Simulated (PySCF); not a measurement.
# Cl2CrO2 (CrO2Cl2): the cost of one run

Computed with PySCF 2.14.0 and routines of our own; the level stands in each step. Atoms count from 0.

## 1. The starting structure

5 atoms, charge 0, multiplicity 1; geometry from: GFN2-xTB.

## 2. Magnetic properties: GIAO BP86/def2-SVP Cr:def2-TZVP

What the job is given:

```
{"job": {"kind": "mag", "xc": "BP86", "basis": {"default": "def2-SVP", "Cr": "def2-TZVP"}}, "charge": 0, "multiplicity": 1}
Cr     0.135460    -0.000950     0.094300
O      0.033520    -0.014000     1.641860
O      1.553670     0.006900    -0.532980
Cl    -0.864350     1.634930    -0.586310
Cl    -0.858300    -1.626880    -0.616870
```

With the program's defaults for keys left out, this is: GIAO BP86/def2-SVP Cr:def2-TZVP magnetisability, rotational g tensor and spin-rotation constants, non-relativistic, gas phase.

The run is started by

```sh
$ OMP_NUM_THREADS=1 python excited_run.py task.json out
```

The driver reads the jobs from task.json and runs them one after another.

**Question.** How long does this first job take on 1 thread of Arm Neoverse V1, shared host, and how much memory does it need?

About 15 s, with a peak of 0.9 GiB.
